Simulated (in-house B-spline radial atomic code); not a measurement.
# Si³⁺ in a hard spherical wall

What does confinement do to Si³⁺? The free system is solved first, then the same system inside hard walls. More than one configuration is followed.

The numbers are computed with in-house B-spline radial atomic code version 1 (Dirac-Coulomb LDA (Slater, VWN5), spherical fractional occupations, Fermi nucleus, basis-set limit), except any that are marked as measured or tabulated.

## 1. What is computed

```
element       : silicon (Z = 14)
charge        : +3
electrons     : 11
configuration : [Ne] 3s1
Hamiltonian   : Dirac-Coulomb
nucleus       : Fermi, rms radius 3.122 fm
```

The outer shells:

[Ne] 3s1
```
[Ne] core
3s [↑ ]
```

The boxes only draw the filling; these runs are spin-restricted and spherical.

Settings, as recorded:

```ini
Z = 14
electrons = 11.0
configuration = [Ne] 3s1
hamiltonian = dirac
method = lda,vwn
spin_polarised = False
nucleus = fermi
rms_radius = 3.1224
mass_number = 28
atomic_mass = 27.97692653442
speed_of_light = 137.035999084
```

The reference is known from an earlier run: -286.692333 hartree in all. Up to eight levels, counted from the top:

```
orbital  occupation  energy (eV)  <r> (bohr)
  1s1/2           2     -1816.05      0.1116
  2s1/2           2      -175.15      0.5682
  2p1/2           2      -132.53      0.5333
  2p3/2           4      -131.87      0.5354
  3s1/2           1      -39.690       1.841
```

## 2. Wall at 5.47 bohr, configuration [Ne] 3s1

Settings: those of step 1 with these lines changed.

```diff
@@ -11 +11,2 @@
 speed_of_light = 137.035999084
+wall_radius = 5.47
```

From the run's result record (rounded, not every field):

```text
{
  "status": "converged",
  "scf [iteration, energy, orbital gradient]": [
    [1, -284.302688546, 0.373],
    [2, -286.046310041, 0.225],
    [3, -286.646601202, 0.0592],
    [4, -286.689388362, 0.0142],
    [5, -286.69117488, 0.00743],
    [6, -286.691944134, 9.59e-05],
    [7, -286.691944276, 2.87e-06],
    [8, -286.691944276, 2.97e-08]
  ],
  "energy [hartree]": {"total": -286.691944276, "kinetic": 287.315607587, "nuclear": -671.064321607, "coulomb": 115.799589169, "xc": -18.742819424},
  "breit [hartree]": {"gaunt": 0.0582979, "retardation": -0.003963657, "frequency_dependence": -3.011258e-05},
  "qed [hartree]": {"self_energy": 0.03783303, "uehling": -0.002338473, "wichmann_kroll": 4.290244e-06},
  "recoil [hartree]": 0.00474451,
  "total_with_corrections [hartree]": -286.597396788,
  "orbitals [hartree, bohr; first row names the columns]": [
    ["name", "occ", "eps", "<r>"],
    ["1s1/2", 2.0, -66.737814, 0.11164],
    ["2s1/2", 2.0, -6.4359104, 0.56823],
    ["2p1/2", 2.0, -4.8695186, 0.53327],
    ["2p3/2", 4.0, -4.8455027, 0.53546],
    ["3s1/2", 1.0, -1.4578171, 1.8367]
  ],
  "sum_r [bohr^k]": {"-1": 47.93318, "1": 6.40478, "2": 6.809979},
  "energy_minus_base [hartree]": 0.000388350818,
  "energy_minus_base_with_corrections [hartree]": 0.00038901862
}
```

Wall time 0.37 s (1 thread, shared host).

energy_minus_base is the energy less that of the reference run.

## 3. Wall at 2.98 bohr, configuration [Ne] 3s1

Settings: those of step 2 with these lines changed.

```diff
@@ -11,2 +11,2 @@
 speed_of_light = 137.035999084
-wall_radius = 5.47
+wall_radius = 2.98
```

Results of the run:

```text
{
  "status": "converged",
  "scf [iteration, energy, orbital gradient]": [
    [1, -284.268797075, 0.349],
    [2, -285.932105276, 0.215],
    [3, -286.499923436, 0.0566],
    [4, -286.540367953, 0.0136],
    [5, -286.542060059, 0.00713],
    [6, -286.542787878, 8.51e-05],
    [7, -286.542787977, 2.02e-06],
    [8, -286.542787977, 4.01e-08]
  ],
  "energy [hartree]": {"total": -286.542787977, "kinetic": 288.112601222, "nuclear": -672.470702257, "coulomb": 116.628954564, "xc": -18.813641507},
  "breit [hartree]": {"gaunt": 0.05836848, "retardation": -0.003968371, "frequency_dependence": -2.99762e-05},
  "qed [hartree]": {"self_energy": 0.03788635, "uehling": -0.002341542, "wichmann_kroll": 4.295867e-06},
  "recoil [hartree]": 0.004741153,
  "total_with_corrections [hartree]": -286.448127587,
  "orbitals [hartree, bohr; first row names the columns]": [
    ["name", "occ", "eps", "<r>"],
    ["1s1/2", 2.0, -66.650144, 0.11164],
    ["2s1/2", 2.0, -6.3617251, 0.56891],
    ["2p1/2", 2.0, -4.7946899, 0.53429],
    ["2p3/2", 4.0, -4.7707439, 0.53649],
    ["3s1/2", 1.0, -1.2740567, 1.5706]
  ],
  "sum_r [bohr^k]": {"-1": 48.03364, "1": 6.146213, "2": 5.707538},
  "energy_minus_base [hartree]": 0.149544649,
  "energy_minus_base_with_corrections [hartree]": 0.14965822
}
```

Wall time 0.17 s (1 thread, shared host).

## 4. Wall at 1.86 bohr, configuration [Ne] 3s1

Settings: those of step 3 with these lines changed.

```diff
@@ -11,2 +11,2 @@
 speed_of_light = 137.035999084
-wall_radius = 2.98
+wall_radius = 1.86
```

Results of the run:

```text
{
  "status": "converged",
  "scf [iteration, energy, orbital gradient]": [
    [1, -283.554474961, 0.276],
    [2, -284.598257041, 0.153],
    [3, -284.909512483, 0.0398],
    [4, -284.931284974, 0.00999],
    [5, -284.932333913, 0.00502],
    [6, -284.932714112, 2.37e-05],
    [7, -284.932714119, 1.03e-06],
    [8, -284.932714119, 1.67e-08]
  ],
  "energy [hartree]": {"total": -284.932714119, "kinetic": 293.521614989, "nuclear": -679.225592579, "coulomb": 119.941558052, "xc": -19.17029458},
  "breit [hartree]": {"gaunt": 0.05901408, "retardation": -0.004032928, "frequency_dependence": -2.942332e-05},
  "qed [hartree]": {"self_energy": 0.0382128, "uehling": -0.002360283, "wichmann_kroll": 4.33021e-06},
  "recoil [hartree]": 0.004702269,
  "total_with_corrections [hartree]": -284.837203274,
  "orbitals [hartree, bohr; first row names the columns]": [
    ["name", "occ", "eps", "<r>"],
    ["1s1/2", 2.0, -66.249554, 0.11167],
    ["2s1/2", 2.0, -6.0775487, 0.5688],
    ["2p1/2", 2.0, -4.4968241, 0.53157],
    ["2p3/2", 4.0, -4.473097, 0.53359],
    ["3s1/2", 1.0, 0.37819067, 1.0888]
  ],
  "sum_r [bohr^k]": {"-1": 48.51613, "1": 5.647237, "2": 4.256039},
  "energy_minus_base [hartree]": 1.75961851,
  "energy_minus_base_with_corrections [hartree]": 1.76058253
}
```

Run time: 0.17 s. Hardware: 1 thread, shared host.

## 5. Wall at 5.47 bohr, configuration [Ne] 3d1

Settings, as recorded:

```ini
Z = 14
electrons = 11.0
configuration = [Ne] 3d1
hamiltonian = dirac
method = lda,vwn
spin_polarised = False
nucleus = fermi
rms_radius = 3.1224
mass_number = 28
atomic_mass = 27.97692653442
speed_of_light = 137.035999084
wall_radius = 5.47
```

Results of the run:

```text
{
  "status": "converged",
  "scf [iteration, energy, orbital gradient]": [
    [1, -283.453819785, 0.37],
    [2, -285.288628241, 0.223],
    [3, -285.907538309, 0.0585],
    [4, -285.951947352, 0.0142],
    [5, -285.953866416, 0.00749],
    [6, -285.954663898, 9.23e-05],
    [7, -285.954664064, 4.4e-06],
    [8, -285.954664065, 1.6e-08]
  ],
  "energy [hartree]": {"total": -285.954664065, "kinetic": 286.646440266, "nuclear": -668.486261112, "coulomb": 114.523836701, "xc": -18.6386799203},
  "breit [hartree]": {"gaunt": 0.05811816, "retardation": -0.003956806, "frequency_dependence": -3.042725e-05},
  "qed [hartree]": {"self_energy": 0.03768979, "uehling": -0.002330234, "wichmann_kroll": 4.275146e-06},
  "recoil [hartree]": 0.004722997,
  "total_with_corrections [hartree]": -285.860446306,
  "orbitals [hartree, bohr; first row names the columns]": [
    ["name", "occ", "eps", "<r>"],
    ["1s1/2", 2.0, -66.886821, 0.11162],
    ["2s1/2", 2.0, -6.5470301, 0.56706],
    ["2p1/2", 2.0, -4.9828439, 0.53137],
    ["2p3/2", 4.0, -4.958681, 0.53353],
    ["3d3/2", 0.4, -0.76360349, 2.2992],
    ["3d5/2", 0.6, -0.76348657, 2.2996]
  ],
  "sum_r [bohr^k]": {"-1": 47.74903, "1": 6.85368, "2": 8.968497},
  "energy_minus_base [hartree]": 0.737668562,
  "energy_minus_base_with_corrections [hartree]": 0.737339501
}
```

Wall time 0.59 s (1 thread, shared host).

## 6. Wall at 2.98 bohr, configuration [Ne] 3d1

Settings: those of step 5 with these lines changed.

```diff
@@ -11,2 +11,2 @@
 speed_of_light = 137.035999084
-wall_radius = 5.47
+wall_radius = 2.98
```

Results of the run:

```text
{
  "status": "converged",
  "scf [iteration, energy, orbital gradient]": [
    [1, -283.229960275, 0.341],
    [2, -284.989726663, 0.215],
    [3, -285.604817977, 0.0554],
    [4, -285.648246685, 0.0131],
    [5, -285.650031933, 0.00714],
    [6, -285.650810727, 0.000102],
    [7, -285.650810899, 2.36e-06],
    [8, -285.650810899, 5.37e-08]
  ],
  "energy [hartree]": {"total": -285.650810899, "kinetic": 287.536922918, "nuclear": -670.692539619, "coulomb": 116.262940467, "xc": -18.7581346657},
  "breit [hartree]": {"gaunt": 0.05812058, "retardation": -0.00396357, "frequency_dependence": -3.035358e-05},
  "qed [hartree]": {"self_energy": 0.03768519, "uehling": -0.002329978, "wichmann_kroll": 4.274676e-06},
  "recoil [hartree]": 0.004705298,
  "total_with_corrections [hartree]": -285.556619462,
  "orbitals [hartree, bohr; first row names the columns]": [
    ["name", "occ", "eps", "<r>"],
    ["1s1/2", 2.0, -66.726861, 0.11162],
    ["2s1/2", 2.0, -6.3831713, 0.56803],
    ["2p1/2", 2.0, -4.8198109, 0.53282],
    ["2p3/2", 4.0, -4.79571, 0.53501],
    ["3d3/2", 0.4, -0.38357231, 1.6044],
    ["3d5/2", 0.6, -0.38330919, 1.6046]
  ],
  "sum_r [bohr^k]": {"-1": 47.90662, "1": 6.169513, "2": 5.774392},
  "energy_minus_base [hartree]": 1.04152173,
  "energy_minus_base_with_corrections [hartree]": 1.04116635
}
```

Run time: 0.26 s. Hardware: 1 thread, shared host.

## 7. Wall at 1.86 bohr, configuration [Ne] 3d1

Settings: those of step 6 with these lines changed.

```diff
@@ -11,2 +11,2 @@
 speed_of_light = 137.035999084
-wall_radius = 2.98
+wall_radius = 1.86
```

Results of the run:

```text
{
  "status": "converged",
  "scf [iteration, energy, orbital gradient]": [
    [1, -282.682376279, 0.257],
    [2, -283.866625672, 0.156],
    [3, -284.255496876, 0.0383],
    [4, -284.28134477, 0.00899],
    [5, -284.282471083, 0.00497],
    [6, -284.28291951, 4.51e-05],
    [7, -284.282919541, 1.03e-06],
    [8, -284.282919541, 2.67e-08]
  ],
  "energy [hartree]": {"total": -284.282919541, "kinetic": 290.537797013, "nuclear": -675.350491577, "coulomb": 119.625609649, "xc": -19.0958346261},
  "breit [hartree]": {"gaunt": 0.05835975, "retardation": -0.004023312, "frequency_dependence": -3.032202e-05},
  "qed [hartree]": {"self_energy": 0.03767176, "uehling": -0.002329184, "wichmann_kroll": 4.273221e-06},
  "recoil [hartree]": 0.004636574,
  "total_with_corrections [hartree]": -284.188629996,
  "orbitals [hartree, bohr; first row names the columns]": [
    ["name", "occ", "eps", "<r>"],
    ["1s1/2", 2.0, -66.389693, 0.11162],
    ["2s1/2", 2.0, -6.0754713, 0.56743],
    ["2p1/2", 2.0, -4.5034054, 0.52923],
    ["2p3/2", 4.0, -4.4793606, 0.53125],
    ["3d3/2", 0.4, 1.0508718, 1.0664],
    ["3d5/2", 0.6, 1.0517413, 1.0666]
  ],
  "sum_r [bohr^k]": {"-1": 48.23933, "1": 5.608061, "2": 4.124455},
  "energy_minus_base [hartree]": 2.40941309,
  "energy_minus_base_with_corrections [hartree]": 2.40915581
}
```

It took 0.25 s on 1 thread, shared host.

## 8. Wall at 5.47 bohr, configuration [Ne] 3p1

Settings, as recorded:

```ini
Z = 14
electrons = 11.0
configuration = [Ne] 3p1
hamiltonian = dirac
method = lda,vwn
spin_polarised = False
nucleus = fermi
rms_radius = 3.1224
mass_number = 28
atomic_mass = 27.97692653442
speed_of_light = 137.035999084
wall_radius = 5.47
```

Results of the run:

```text
{
  "status": "converged",
  "scf [iteration, energy, orbital gradient]": [
    [1, -284.009228914, 0.362],
    [2, -285.737592804, 0.218],
    [3, -286.327939603, 0.0564],
    [4, -286.369773422, 0.0136],
    [5, -286.37153994, 0.00734],
    [6, -286.372288806, 9.7e-05],
    [7, -286.372288963, 3.14e-06],
    [8, -286.372288963, 3.22e-08]
  ],
  "energy [hartree]": {"total": -286.372288963, "kinetic": 287.004881512, "nuclear": -670.018559929, "coulomb": 115.347076187, "xc": -18.7056867334},
  "breit [hartree]": {"gaunt": 0.05831899, "retardation": -0.003992389, "frequency_dependence": -3.078668e-05},
  "qed [hartree]": {"self_energy": 0.03767883, "uehling": -0.00232947, "wichmann_kroll": 4.27375e-06},
  "recoil [hartree]": 0.004728482,
  "total_with_corrections [hartree]": -286.277911034,
  "orbitals [hartree, bohr; first row names the columns]": [
    ["name", "occ", "eps", "<r>"],
    ["1s1/2", 2.0, -66.779271, 0.11163],
    ["2s1/2", 2.0, -6.4789386, 0.56802],
    ["2p1/2", 2.0, -4.9114767, 0.53298],
    ["2p3/2", 4.0, -4.8874579, 0.53515],
    ["3p1/2", 0.33333, -1.159916, 2.0146],
    ["3p3/2", 0.66667, -1.1574122, 2.0186]
  ],
  "sum_r [bohr^k]": {"-1": 47.85848, "1": 6.583142, "2": 7.625069},
  "energy_minus_base [hartree]": 0.320043663,
  "energy_minus_base_with_corrections [hartree]": 0.319874773
}
```

Wall time 0.38 s (1 thread, shared host).

## 9. Wall at 2.98 bohr, configuration [Ne] 3p1

Settings: those of step 8 with these lines changed.

```diff
@@ -11,2 +11,2 @@
 speed_of_light = 137.035999084
-wall_radius = 5.47
+wall_radius = 2.98
```

Results of the run:

```text
{
  "status": "converged",
  "scf [iteration, energy, orbital gradient]": [
    [1, -283.979692021, 0.328],
    [2, -285.580804468, 0.204],
    [3, -286.112601424, 0.0526],
    [4, -286.150532923, 0.0126],
    [5, -286.152171647, 0.00689],
    [6, -286.152852146, 8.23e-05],
    [7, -286.152852249, 1.69e-06],
    [8, -286.152852249, 3.74e-08]
  ],
  "energy [hartree]": {"total": -286.152852249, "kinetic": 287.965012557, "nuclear": -671.906689193, "coulomb": 116.593182715, "xc": -18.8043583281},
  "breit [hartree]": {"gaunt": 0.05845288, "retardation": -0.004019267, "frequency_dependence": -3.099148e-05},
  "qed [hartree]": {"self_energy": 0.03766969, "uehling": -0.002328861, "wichmann_kroll": 4.272635e-06},
  "recoil [hartree]": 0.004716438,
  "total_with_corrections [hartree]": -286.058388084,
  "orbitals [hartree, bohr; first row names the columns]": [
    ["name", "occ", "eps", "<r>"],
    ["1s1/2", 2.0, -66.644657, 0.11164],
    ["2s1/2", 2.0, -6.3680889, 0.56907],
    ["2p1/2", 2.0, -4.7989403, 0.53464],
    ["2p3/2", 4.0, -4.7750415, 0.53684],
    ["3p1/2", 0.33333, -0.89223965, 1.5983],
    ["3p3/2", 0.66667, -0.88810857, 1.5996]
  ],
  "sum_r [bohr^k]": {"-1": 47.99335, "1": 6.177225, "2": 5.828389},
  "energy_minus_base [hartree]": 0.539480378,
  "energy_minus_base_with_corrections [hartree]": 0.539397723
}
```

It took 0.18 s on 1 thread, shared host.

## 10. Wall at 1.86 bohr, configuration [Ne] 3p1

Settings: those of step 9 with these lines changed.

```diff
@@ -11,2 +11,2 @@
 speed_of_light = 137.035999084
-wall_radius = 2.98
+wall_radius = 1.86
```

Results of the run:

```text
{
  "status": "converged",
  "scf [iteration, energy, orbital gradient]": [
    [1, -283.186075023, 0.238],
    [2, -284.170231186, 0.141],
    [3, -284.445545872, 0.0366],
    [4, -284.46534655, 0.00903],
    [5, -284.466364167, 0.00472],
    [6, -284.466709589, 2.42e-05],
    [7, -284.466709596, 7.3e-07],
    [8, -284.466709596, 1.79e-08]
  ],
  "energy [hartree]": {"total": -284.466709596, "kinetic": 292.805492671, "nuclear": -678.381621183, "coulomb": 120.288508964, "xc": -19.1790900483},
  "breit [hartree]": {"gaunt": 0.05930647, "retardation": -0.004184613, "frequency_dependence": -3.220661e-05},
  "qed [hartree]": {"self_energy": 0.03763452, "uehling": -0.002326403, "wichmann_kroll": 4.268145e-06},
  "recoil [hartree]": 0.004639545,
  "total_with_corrections [hartree]": -284.371668012,
  "orbitals [hartree, bohr; first row names the columns]": [
    ["name", "occ", "eps", "<r>"],
    ["1s1/2", 2.0, -66.189527, 0.11167],
    ["2s1/2", 2.0, -6.0551718, 0.56957],
    ["2p1/2", 2.0, -4.4687884, 0.53294],
    ["2p3/2", 4.0, -4.4452175, 0.53496],
    ["3p1/2", 0.33333, 0.84832034, 1.0576],
    ["3p3/2", 0.66667, 0.85987678, 1.0577]
  ],
  "sum_r [bohr^k]": {"-1": 48.45584, "1": 5.625877, "2": 4.221377},
  "energy_minus_base [hartree]": 2.22562303,
  "energy_minus_base_with_corrections [hartree]": 2.22611779
}
```

It took 0.17 s on 1 thread, shared host.

## 11. Results

| configuration | radius (bohr) | energy above the free system (eV) | highest level (eV) |
| --- | --- | --- | --- |
| [Ne] 3s1 | 5.47 | 0.0106 | -39.669 (3s1/2) |
| [Ne] 3s1 | 2.98 | 4.069 | -34.669 (3s1/2) |
| [Ne] 3s1 | 1.86 | 47.882 | 10.291 (3s1/2) |
| [Ne] 3d1 | 5.47 | 20.073 | -20.776 (3d5/2) |
| [Ne] 3d1 | 2.98 | 28.341 | -10.430 (3d5/2) |
| [Ne] 3d1 | 1.86 | 65.563 | 28.619 (3d5/2) |
| [Ne] 3p1 | 5.47 | 8.709 | -31.495 (3p3/2) |
| [Ne] 3p1 | 2.98 | 14.680 | -24.167 (3p3/2) |
| [Ne] 3p1 | 1.86 | 60.562 | 23.398 (3p3/2) |

What this shows: For [Ne] 3s1 the energy above the free reference is 0.0106 eV at 5.47 bohr and 47.882 eV at 1.86 bohr. Its highest level passes zero between 2.98 and 1.86 bohr; in smaller spheres the level is positive, pushed up by confinement, and the wall keeps the electron in. Of [Ne] 3s1 and [Ne] 3d1, the first stays lower at every radius that both share. At 1.86 bohr the lowest of all 3 is [Ne] 3s1. A hard wall is a crude model of an atom's surroundings.
